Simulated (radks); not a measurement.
# The Coulomb parameter U of the 5d shell of Ir⁺

Aim: U as the second difference [E(n + 1) + E(n − 1) − 2E(n)]/1², with all orbitals relaxed. Bare: the atom's charge changes with n. Screened: the 6p shell takes up the change. The start is a model configuration, not necessarily the ground state.

The numbers are computed with radks (a radial shooting solver on a logarithmic mesh, Libxc functionals) version 1 (Dirac Kohn-Sham, PBEsol, spin-unpolarised, spherical densities, finite nucleus; open shells are shared between the two j in proportion to 2j + 1), except any that are marked as measured or tabulated.

**1. The system**

```
element            : iridium (Z = 77)
charge             : +1
electrons          : 76
configuration      : [Xe] 4f14 5d5 6s1 6p2
nuclear rms radius : 5.4032 fm
```

Outer shells as boxes (Hund's rule):

Ir⁺
```
[Xe] core
4f [↑↓][↑↓][↑↓][↑↓][↑↓][↑↓][↑↓]
5d [↑ ][↑ ][↑ ][↑ ][↑ ]
6s [↑ ]
6p [↑ ][↑ ][  ]
```

**2. Start: [Xe] 4f14 5d5 6s1 6p2**

The run's settings:

```text
Z 77
configuration [Xe] 4f14 5d5 6s1 6p2
relativity Dirac
functional pbe_sol,pbe_sol
spin unpolarised
j_filling average
nucleus finite rms 5.4032 fm
c 137.035999084
```

**3. Bare +1: [Xe] 4f14 5d6 6s1 6p2**

Changes since step 2:

```diff
@@ -1,3 +1,3 @@
 Z 77
-configuration [Xe] 4f14 5d5 6s1 6p2
+configuration [Xe] 4f14 5d6 6s1 6p2
 relativity Dirac
```

**4. Bare -1: [Xe] 4f14 5d4 6s1 6p2**

Changes since step 3:

```diff
@@ -1,3 +1,3 @@
 Z 77
-configuration [Xe] 4f14 5d6 6s1 6p2
+configuration [Xe] 4f14 5d4 6s1 6p2
 relativity Dirac
```

**5. Screened +1: [Xe] 4f14 5d6 6s1 6p1**

Changes since step 4:

```diff
@@ -1,3 +1,3 @@
 Z 77
-configuration [Xe] 4f14 5d4 6s1 6p2
+configuration [Xe] 4f14 5d6 6s1 6p1
 relativity Dirac
```

**6. Screened -1: [Xe] 4f14 5d4 6s1 6p3**

Changes since step 5:

```diff
@@ -1,3 +1,3 @@
 Z 77
-configuration [Xe] 4f14 5d6 6s1 6p1
+configuration [Xe] 4f14 5d4 6s1 6p3
 relativity Dirac
```

What does the calculation give?

As calculated:

| quantity | value (eV) |
| --- | --- |
| U, bare | 11.196 |
| U, screened by 6p | 2.352 |
| F0(5d,5d), frozen orbitals | 15.665 |

In words: Relaxing the orbitals brings U down to 71 % of the Slater integral F0. Letting 6p compensate leaves 21 % of the bare value; this second difference measures U(5d,5d) + U(6p,6p) − 2U(5d,6p). A solid screens further than the bare atom, so the bare value is an upper guide for the U of a crystal.
